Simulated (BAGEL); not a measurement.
**[GeH5]− (SMILES [H][Ge-]([H])([H])([H])[H]) at NEVPT2(10,9)/6-31G(d) (density fitting with qzvpp-jkfit, spherical functions)**

What is the energy change on altering one bond length of [GeH5]− at NEVPT2(10,9)/6-31G* (density fitting with qzvpp-jkfit, spherical functions)? 

Program for the calculation: BAGEL 1.2.2.

5 further runs of the same task are left out: 5 that didn't finish.

## 1. The system as given

[GeH5]− has 6 atoms, charge -1, and is taken as a singlet. As SMILES, `[H][Ge-]([H])([H])([H])[H]`. Geometry: a GFN2-xTB relaxation, a rough one for these elements and not checked as a minimum.

Bond lengths: Ge1–H2 1.762 Å, Ge1–H3 1.782 Å, Ge1–H4 1.515 Å, Ge1–H5 1.514 Å, Ge1–H6 1.514 Å. Angles: H2–Ge1–H3 179.8°, H2–Ge1–H4 90.4°, H2–Ge1–H5 90.0°, H2–Ge1–H6 90.3°, H3–Ge1–H4 89.6°, H3–Ge1–H5 89.8°, H3–Ge1–H6 89.8°, H4–Ge1–H5 120.0°, H4–Ge1–H6 120.0°, H5–Ge1–H6 120.0°.

## 2. A single-point energy at NEVPT2(10,9)/6-31G(d) (density fitting with qzvpp-jkfit, spherical functions)

input.json reads:

```json
{ "bagel": [

{
  "title": "molecule",
  "basis": "6-31gs.json",
  "df_basis": "qzvpp-jkfit",
  "angstrom": "true",
  "geometry": [
    { "atom": "Ge", "xyz": [    0.000170,   -0.001050,    0.006590 ] },
    { "atom": "H", "xyz": [   -0.023480,   -0.005740,    1.768690 ] },
    { "atom": "H", "xyz": [    0.022000,    0.009450,   -1.774870 ] },
    { "atom": "H", "xyz": [    1.514900,    0.010990,    0.015670 ] },
    { "atom": "H", "xyz": [   -0.767040,    1.304120,    0.000050 ] },
    { "atom": "H", "xyz": [   -0.746540,   -1.317780,   -0.016130 ] }
  ]
},
{ "title": "hf", "charge": -1 },
{ "title": "casscf", "nstate": 1, "nact": 9, "nclosed": 14, "charge": -1, "maxiter": 200, "natocc": "true" },
{ "title": "nevpt2", "nstate": 1, "nact": 9, "nclosed": 14, "charge": -1, "maxiter": 200, "natocc": "true", "ncore": 9 }

]}
```

The basis set 6-31G* is read from a file made from the Basis Set Exchange's data (not shown).

On the command line:

```
$ BAGEL_NUM_THREADS=1 BAGEL input.json > input.out
```

The program printed:

```text
* using 1 threads per process

  ===============================================================
  ===============================================================

  *** Geometry ***

  { "atom" : "Ge", "xyz" : [      0.000321,     -0.001984,      0.012453 ] },
  { "atom" : "H", "xyz" : [     -0.044371,     -0.010847,      3.342340 ] },
  { "atom" : "H", "xyz" : [      0.041574,      0.017858,     -3.354018 ] },
  { "atom" : "H", "xyz" : [      2.862746,      0.020768,      0.029612 ] },
  { "atom" : "H", "xyz" : [     -1.449496,      2.464430,      0.000094 ] },
  { "atom" : "H", "xyz" : [     -1.410756,     -2.490243,     -0.030481 ] },

  Number of auxiliary basis functions:      356

  Since a DF basis is specified, we compute 2- and 3-index integrals:
    o Being stored without compression. Storage requirement is 0.005 GB

  Number of basis functions:       42
  Number of electrons      :       37

    * METHOD: MOLECULE                             0.11

  *** RHF ***

  === Nuclear Repulsion ===
    54.7797144814

      * DIIS with orbital gradients will be used.

  === RHF iteration (6-31gs.json) ===
      0      -2077.84112004          0.00841805           0.01
      1      -2077.85956974          0.00182891           0.01
      2      -2077.86059143          0.00061360           0.01
      3      -2077.86064823          0.00021442           0.01
      4      -2077.86065394          0.00001765           0.01
      5      -2077.86065411          0.00000394           0.01
      6      -2077.86065413          0.00000089           0.01
      7      -2077.86065413          0.00000025           0.01
      8      -2077.86065413          0.00000007           0.01
      9      -2077.86065413          0.00000001           0.01
     10      -2077.86065413          0.00000000           0.01
    * SCF iteration converged.

    * Permanent dipole moment:
           (   -0.000132,     0.005244,    -0.058822) a.u.

    * METHOD: HF                                   0.25

  ---------------------------
      CASSCF calculation
  ---------------------------

    * nstate   :      1
    * nclosed  :     14
    * nact     :      9
    * nvirt    :     19
  === CASSCF iteration (6-31gs.json) ===

    * Using the second-order algorithm

      0  0     -2077.86527937     5.44e-04      0.13

      1  0     -2077.88669982     2.65e-03      0.14

      2  0     -2077.91018253     1.20e-03      0.15

      3  0     -2077.91772784     5.89e-04      0.15

      4  0     -2077.91855295     3.28e-04      0.15

      5  0     -2077.91863725     1.61e-04      0.15

      6  0     -2077.91865210     7.76e-05      0.15

      7  0     -2077.91865639     4.03e-05      0.15

      8  0     -2077.91865829     2.46e-05      0.14

      9  0     -2077.91865937     1.75e-05      0.15

     10  0     -2077.91866006     1.36e-05      0.16

     11  0     -2077.91866051     1.09e-05      0.14

     12  0     -2077.91866081     8.88e-06      0.14

     13  0     -2077.91866101     7.23e-06      0.14

     14  0     -2077.91866115     5.89e-06      0.14

     15  0     -2077.91866123     4.81e-06      0.14

     16  0     -2077.91866129     3.92e-06      0.14

     17  0     -2077.91866133     3.20e-06      0.14

     18  0     -2077.91866136     2.61e-06      0.14

     19  0     -2077.91866138     2.13e-06      0.14

     20  0     -2077.91866139     1.74e-06      0.14

     21  0     -2077.91866140     1.42e-06      0.14

     22  0     -2077.91866140     1.16e-06      0.16

     23  0     -2077.91866140     9.46e-07      0.17

     24  0     -2077.91866141     7.72e-07      0.14

     25  0     -2077.91866141     6.30e-07      0.14

     26  0     -2077.91866141     5.14e-07      0.14

     27  0     -2077.91866141     4.20e-07      0.14

     28  0     -2077.91866141     3.43e-07      0.14

     29  0     -2077.91866141     2.80e-07      0.14

     30  0     -2077.91866141     2.28e-07      0.16

     31  0     -2077.91866141     1.86e-07      0.14

     32  0     -2077.91866141     1.52e-07      0.14

     33  0     -2077.91866141     1.24e-07      0.13

     34  0     -2077.91866141     1.01e-07      0.14

     35  0     -2077.91866141     8.27e-08      0.14

     36  0     -2077.91866141     6.75e-08      0.14

     37  0     -2077.91866141     5.51e-08      0.14

     38  0     -2077.91866141     4.50e-08      0.13

     39  0     -2077.91866141     3.67e-08      0.14

     40  0     -2077.91866141     3.00e-08      0.13

     41  0     -2077.91866141     2.44e-08      0.13

     42  0     -2077.91866141     1.99e-08      0.14

     43  0     -2077.91866141     1.63e-08      0.13

     44  0     -2077.91866141     1.33e-08      0.14

     45  0     -2077.91866141     1.09e-08      0.13

     46  0     -2077.91866141     8.88e-09      0.13

    * Second-order optimization converged. *

     guess   0:   closed 11111....            open .........

  === FCI iteration ===

      0  0     -2077.85959499     2.22e-03      0.01
      1  0     -2077.91582734     6.14e-04      0.00
      2  0     -2077.91852837     1.42e-04      0.00
      3  0     -2077.91865431     3.24e-05      0.01
      4  0     -2077.91866093     8.44e-06      0.01
      5  0     -2077.91866139     2.02e-06      0.01
      6  0     -2077.91866141     3.61e-07      0.01
      7  0     -2077.91866141     8.57e-08      0.01
      8  0     -2077.91866141     2.23e-08      0.01
      9  0     -2077.91866141     5.56e-09      0.01
     10  0     -2077.91866141     1.60e-09      0.01
     11  0     -2077.91866141     3.73e-10      0.01
     12  0 *   -2077.91866141     8.72e-11      0.00

     * ci vector, state   0, <S^2> = 0.0000
       22222....     0.9771518301
       2222..2..    -0.0673749777

    * METHOD: CASSCF                               6.77

    * freezing 9 orbitals

  === DF-NEVPT2 calculation ===

    * 3-index integral transformation done
    * assembly done

      NEVPT2 correlation energy:   -0.2180032278      0.04

          (+0)     -0.1528531287
          (+0)'    -0.0048201334
          (+1)     -0.0021508318
          (+1)'    -0.0006099030
          (+2)     -0.0001972930
          (-1)     -0.0048801382
          (-1)'    -0.0274192511
          (-2)     -0.0250725485

      NEVPT2 total energy:       -2078.1366646382

    * METHOD: NEVPT2                              24.33

  ===============================================================
```

It took 32 s on 1 thread of Intel Xeon 6975P-C (Granite Rapids), shared host; peak memory 1.5 GiB.

## 3. The distorted shape at the same level

calc.json reads:

```json
{ "bagel" : [

{
  "title" : "molecule",
  "basis" : "6-31gs.json",
  "df_basis" : "qzvpp-jkfit",
  "angstrom" : "true",
  "geometry" : [
    { "atom" : "Ge", "xyz" : [    0.896240,    1.579058,    0.033855 ] },
    { "atom" : "H", "xyz" : [    0.872590,    1.574368,    1.795955 ] },
    { "atom" : "H", "xyz" : [    0.918070,    1.589558,   -1.747605 ] },
    { "atom" : "H", "xyz" : [    2.410970,    1.591098,    0.042935 ] },
    { "atom" : "H", "xyz" : [    0.129030,    2.884228,    0.027315 ] },
    { "atom" : "H", "xyz" : [   -0.746540,   -1.317780,   -0.016130 ] }
  ]
},
{
  "title" : "hf",
  "charge" : -1
},
{
  "title" : "nevpt2",
  "nstate" : 1,
  "nact" : 9,
  "nclosed" : 14,
  "charge" : -1,
  "maxiter" : 200,
  "natocc" : "true",
  "ncore" : 9
}

]}
```

The basis set 6-31G* is read from a file made from the Basis Set Exchange's data (not shown).

On the command line:

```
$ BAGEL_NUM_THREADS=1 BAGEL calc.json > calc.out
```

The program printed:

```text
* using 1 threads per process

  ===============================================================
  ===============================================================

  *** Geometry ***

  { "atom" : "Ge", "xyz" : [      1.693648,      2.983987,      0.063977 ] },
  { "atom" : "H", "xyz" : [      1.648956,      2.975124,      3.393863 ] },
  { "atom" : "H", "xyz" : [      1.734901,      3.003829,     -3.302495 ] },
  { "atom" : "H", "xyz" : [      4.556073,      3.006739,      0.081135 ] },
  { "atom" : "H", "xyz" : [      0.243831,      5.450401,      0.051618 ] },
  { "atom" : "H", "xyz" : [     -1.410756,     -2.490243,     -0.030481 ] },

  Number of auxiliary basis functions:      356

  Since a DF basis is specified, we compute 2- and 3-index integrals:
    o Being stored without compression. Storage requirement is 0.005 GB

  Number of basis functions:       42
  Number of electrons      :       37

    * METHOD: MOLECULE                             0.13

  *** RHF ***

  === Nuclear Repulsion ===
    48.3479810381

      * DIIS with orbital gradients will be used.

  === RHF iteration (6-31gs.json) ===
      0      -2077.72117643          0.00836797           0.02
      1      -2077.74686441          0.00212230           0.02
      2      -2077.74839820          0.00105979           0.02
      3      -2077.74861177          0.00028912           0.02
      4      -2077.74865296          0.00008854           0.02
      5      -2077.74865966          0.00002452           0.02
      6      -2077.74866008          0.00000332           0.02
      7      -2077.74866008          0.00000089           0.02
      8      -2077.74866008          0.00000024           0.02
      9      -2077.74866008          0.00000006           0.02
     10      -2077.74866008          0.00000002           0.01
     11      -2077.74866008          0.00000001           0.02
    * SCF iteration converged.

    * Permanent dipole moment:
           (   -1.615018,    -2.844763,    -0.082819) a.u.

    * METHOD: HF                                   0.34

    * freezing 9 orbitals
  ---------------------------
      CASSCF calculation
  ---------------------------

    * nstate   :      1
    * nclosed  :     14
    * nact     :      9
    * nvirt    :     19
  === CASSCF iteration (6-31gs.json) ===

    * Using the second-order algorithm

      0  0     -2077.78480729     6.78e-03      0.26

      1  0     -2077.80890208     2.49e-03      0.21

      2  0     -2077.82162368     1.15e-03      0.17

      3  0     -2077.82518528     6.57e-04      0.17

      4  0     -2077.83038879     1.08e-03      0.21

      5  0     -2077.83856370     9.95e-04      0.21

      6  0     -2077.84046816     5.04e-04      0.23

      7  0     -2077.84091796     3.27e-04      0.21

      8  0     -2077.84114408     2.39e-04      0.20

      9  0     -2077.84126533     1.72e-04      0.20

     10  0     -2077.84132567     1.20e-04      0.22

     11  0     -2077.84135362     8.06e-05      0.21

     12  0     -2077.84136593     5.31e-05      0.22

     13  0     -2077.84137118     3.45e-05      0.22

     14  0     -2077.84137338     2.22e-05      0.19

     15  0     -2077.84137429     1.42e-05      0.20

     16  0     -2077.84137467     9.10e-06      0.20

     17  0     -2077.84137482     5.82e-06      0.18

     18  0     -2077.84137488     3.72e-06      0.22

     19  0     -2077.84137491     2.38e-06      0.23

     20  0     -2077.84137492     1.52e-06      0.20

     21  0     -2077.84137493     9.74e-07      0.20

     22  0     -2077.84137493     6.24e-07      0.19

     23  0     -2077.84137493     4.00e-07      0.22

     24  0     -2077.84137493     2.56e-07      0.21

     25  0     -2077.84137493     1.65e-07      0.17

     26  0     -2077.84137493     1.06e-07      0.18

     27  0     -2077.84137493     6.78e-08      0.16

     28  0     -2077.84137493     4.35e-08      0.16

     29  0     -2077.84137493     2.80e-08      0.17

     30  0     -2077.84137493     1.80e-08      0.22

     31  0     -2077.84137493     1.15e-08      0.20

     32  0     -2077.84137493     7.44e-09      0.21

    * Second-order optimization converged. *

     guess   0:   closed 11111....            open .........

  === FCI iteration ===

      0  0     -2077.72998092     2.32e-03      0.01
      1  0     -2077.80946513     1.28e-03      0.01
      2  0     -2077.83685126     5.84e-04      0.01
      3  0     -2077.84069825     2.03e-04      0.01
      4  0     -2077.84124795     8.96e-05      0.01
      5  0     -2077.84135805     3.81e-05      0.01
      6  0     -2077.84137248     1.34e-05      0.01
      7  0     -2077.84137449     5.84e-06      0.01
      8  0     -2077.84137487     2.30e-06      0.01
      9  0     -2077.84137492     7.92e-07      0.01
     10  0     -2077.84137493     2.98e-07      0.01
     11  0     -2077.84137493     9.53e-08      0.01
     12  0     -2077.84137493     3.03e-08      0.01
     13  0     -2077.84137493     1.01e-08      0.01
     14  0     -2077.84137493     2.70e-09      0.01
     15  0     -2077.84137493     7.25e-10      0.01
     16  0     -2077.84137493     2.38e-10      0.01
     17  0 *   -2077.84137493     9.62e-11      0.00

     * ci vector, state   0, <S^2> = -0.0000
       22222....     0.9006834905
       2222.2...    -0.3715004961

  === DF-NEVPT2 calculation ===

    * 3-index integral transformation done
    * assembly done

      NEVPT2 correlation energy:   -0.2198356410      0.03

          (+0)     -0.1534518882
          (+0)'    -0.0044239582
          (+1)     -0.0024823706
          (+1)'    -0.0005245361
          (+2)     -0.0001642899
          (-1)     -0.0047475927
          (-1)'    -0.0303122528
          (-2)     -0.0237287524

      NEVPT2 total energy:       -2078.0612105694

    * METHOD: NEVPT2                              28.31

  ===============================================================
```

Run time: 29 s. Hardware: 1 thread of Intel Xeon 6975P-C (Granite Rapids), shared host; peak memory 1.5 GiB.

## 4. Results

Level: NEVPT2(10,9)/6-31G* (density fitting with qzvpp-jkfit, spherical functions), 9 core orbitals frozen.

| quantity | value |
| --- | --- |
| first shape: total energy | -2078.13666 Eh |
| distorted shape: total energy | -2078.06121 Eh |
| energy change with the Ge1–H6 bond stretched from 1.514 to 3.331 Å | 2.053 eV |

**Reading.** With the Ge1–H6 bond stretched from 1.514 to 3.331 Å the energy rises by 2.05 eV (47 kcal/mol). The first shape isn't relaxed at this level, so the change isn't measured from a minimum.
